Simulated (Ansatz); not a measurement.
# Hf8O17: the cost of one run

Program: Ansatz 0.2.0. Level of theory: DFT PBE+D3(BJ), scalar-relativistic, plane waves, PAW. These are calculated values, not measurements.

2 further runs of the same task are left out: 2 set aside as unsound or not needed.

### Step 1. The structure to begin with

The structure is orthorhombic, space group Pmm2 (No. 25). The conventional cell has a = 3.587 Å, b = 5.073 Å, c = 21.381 Å, α = 90.00°, β = 90.00°, γ = 90.00°. Around Hf (site symmetry mm2) lie 6 O at 2.20 Å. Around O (site symmetry m) lie 3 Hf at 2.20 Å. Hf (site symmetry mm2) has 8 O at 2.20 to 2.23 Å as nearest neighbours. Around O (site symmetry m) lie 4 Hf at 2.20 to 2.36 Å. Hf (site symmetry mm2) is surrounded by 8 O at 2.12 to 2.36 Å. O (site symmetry m) has 4 Hf at 2.03 to 2.23 Å as nearest neighbours. Around Hf (site symmetry mm2) lie 6 O at 2.03 to 2.18 Å. Around O (site symmetry m) lie 3 Hf at 2.12 to 2.18 Å.

As a file:

```
CELL_PARAMETERS angstrom
7.17414 0.00000 0.00000
0.00000 5.07288 0.00000
0.00000 0.00000 21.38061
ATOMIC_POSITIONS crystal
Hf 0.25000 0.50000 0.37417
Hf 0.75000 0.50000 0.37417
O 0.50000 0.75000 0.37417
O 0.00000 0.75000 0.37417
O 0.50000 0.25000 0.37417
O 0.00000 0.25000 0.37417
Hf 0.50000 0.00000 0.45806
Hf 0.00000 0.00000 0.45806
O 0.75000 0.25000 0.45806
O 0.25000 0.25000 0.45806
O 0.75000 0.75000 0.45806
O 0.25000 0.75000 0.45806
Hf 0.75000 0.50000 0.55137
Hf 0.25000 0.50000 0.55137
O 0.00000 0.74772 0.54368
O 0.50000 0.74772 0.54368
O 0.00000 0.25228 0.54368
O 0.50000 0.25228 0.54368
Hf 0.00000 0.00000 0.61739
Hf 0.50000 0.00000 0.61739
O 0.25000 0.24070 0.62906
O 0.75000 0.24070 0.62906
O 0.25000 0.75930 0.62906
O 0.75000 0.75930 0.62906
```

Miller indices refer to the conventional cell of the relaxed bulk, Fm-3m (No. 225): a = 5.073 Å, b = 5.073 Å, c = 5.073 Å, α = 90.00°, β = 90.00°, γ = 90.00°.

This (110) slab, 5.4 Å thick as cut, with 16 Å of vacuum, in a 2×1 surface cell; its outer planes are HfO2 (top) and HfO2 (bottom), was relaxed beforehand with its lower half held: -134887.5985 eV, gap on the mesh 1.67 eV, ionisation potential 3.96 eV (top face), 3.51 eV (bottom face), electron affinity 2.29 eV (top face), 1.84 eV (bottom face), dipole along +c -0.090 e·Å per cell.

### Step 2. O, anchor, over a top (O) site

Contents of input.yaml:

```yaml
crystal:
  lattice:
    - [7.174141898, 0.0, 0.0]
    - [0.0, 5.0728843852, 0.0]
    - [0.0, 0.0, 23.3806064235]
  atoms:
    - { symbol: Hf, position: [0.25, 0.5, 0.3421639223] }
    - { symbol: Hf, position: [0.75, 0.5, 0.3421639223] }
    - { symbol: O, position: [0.5, 0.75, 0.3421639223] }
    - { symbol: O, position: [0.0, 0.75, 0.3421639223] }
    - { symbol: O, position: [0.5, 0.25, 0.3421639223] }
    - { symbol: O, position: [0.0, 0.25, 0.3421639223] }
    - { symbol: Hf, position: [0.5, 0.0, 0.4188743139] }
    - { symbol: Hf, position: [0.0, 0.0, 0.4188743139] }
    - { symbol: O, position: [0.75, 0.25, 0.4188743139] }
    - { symbol: O, position: [0.25, 0.25, 0.4188743139] }
    - { symbol: O, position: [0.75, 0.75, 0.4188743139] }
    - { symbol: O, position: [0.25, 0.75, 0.4188743139] }
    - { symbol: Hf, position: [0.75, 0.5, 0.5042016817] }
    - { symbol: Hf, position: [0.25, 0.5, 0.5042016817] }
    - { symbol: O, position: [0.0, 0.7477188689, 0.4971746255] }
    - { symbol: O, position: [0.5, 0.7477188689, 0.4971746255] }
    - { symbol: O, position: [0.0, 0.2522811311, 0.4971746255] }
    - { symbol: O, position: [0.5, 0.2522811311, 0.4971746255] }
    - { symbol: Hf, position: [0.0, 0.0, 0.5645820386] }
    - { symbol: Hf, position: [0.5, 0.0, 0.5645820386] }
    - { symbol: O, position: [0.25, 0.2406993023, 0.5752541015] }
    - { symbol: O, position: [0.75, 0.2406993023, 0.5752541015] }
    - { symbol: O, position: [0.25, 0.7593006977, 0.5752541015] }
    - { symbol: O, position: [0.75, 0.7593006977, 0.5752541015] }
    - { symbol: O, position: [0.75, 0.7593006977, 0.6637890164], spin: 2.0 }
basis:
  ecutwfc: 420
kpoints:
  mp_grid: { grid: [2, 3, 1] }
hamiltonian:
  xc: pbe
  dispersion: d3bj
scf:
  occupations: { method: gaussian, width: 0.05 }
output:
  forces: true
  eigenvalues: true
  populations: true
  write_density: true
  write_potential: true
  elf: true
  volumetric_format: npy
magnetization:
  spin_polarized: true
relax:
  adjacent_minimum: "off"
  f_tol: 0.04
  max_steps: 100
  constraints: [{ sites: [0, 1, 2, 3, 4, 5, 6, 7, 8, 9, 10, 11] }]
efield:
  axis: 3
  dipole_correction: true
  ramp_width: 0.04
```

Started as:

```console
> ansatz run input.yaml --threads 8 --pin off --max-ram 20480MiB --backend cpu --events-out ev --progress --plain --runs-dir out
```

What time and memory should one allow on 8 threads of Arm Neoverse V1, shared host?

About 9.7 min, with a peak of 4.4 GiB.
